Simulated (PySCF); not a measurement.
# C3H9AsS3 (As(SMe)3): the cost of one run

The runs use PySCF 2.14.0, with density-fitted response routines of our own; the level of theory stands in each step. All values are computed, except where a source is named. Atoms are numbered from 0 throughout.

**1. The molecule as given**

16 atoms, charge 0, multiplicity 1; geometry from: GFN2-xTB. The atoms were then displaced at random by about 0.03 Å, so the start is not that level's minimum.

Bonds of the start (Å): As0–S1 2.22, As0–S6 2.32, As0–S11 2.18, S1–C2 1.78, C2–H3 1.12, C2–H4 1.13, C2–H5 1.05, S6–C7 1.84, C7–H8 1.16, C7–H9 1.10, C7–H10 1.00, S11–C12 1.88, C12–H13 1.14, C12–H14 1.12, C12–H15 1.02.

**2. Optimising the geometry at PBE0-D3(BJ)/def2-SVP**

What the job is given:

```
{"job": {"xc": "PBE0", "basis": "def2-SVP", "d3": "d3bj", "grid": 1, "maxiter": 40, "shake": 0.03, "kind": "geom"}, "charge": 0, "multiplicity": 1}
As     0.072620    -0.079920     0.371490
S      1.763790     0.721010    -0.822890
C      3.012710    -0.325320    -0.102480
H      3.189540    -0.180540     0.991650
H      4.004010    -0.007570    -0.538700
H      2.876040    -1.342320    -0.343660
S     -1.566910     1.188510    -0.660660
C     -1.193670     2.845900     0.049280
H     -1.267260     2.785490     1.207640
H     -2.031850     3.484270    -0.258730
H     -0.297510     3.168300    -0.257320
S     -0.288920    -1.960970    -0.675240
C     -1.908380    -2.476430     0.130110
H     -1.708710    -2.523820     1.254240
H     -2.047850    -3.537730    -0.209590
H     -2.642000    -1.792790    -0.068730
```

The run is started by

```
OMP_NUM_THREADS=1 python probes_run.py task.json out
```

The driver reads the jobs from task.json and runs them one after another.

**Question.** How long does this first job take on 1 thread of AMD EPYC, shared host, and how much memory does it need?

About 7.6 min, with a peak of 0.8 GiB.
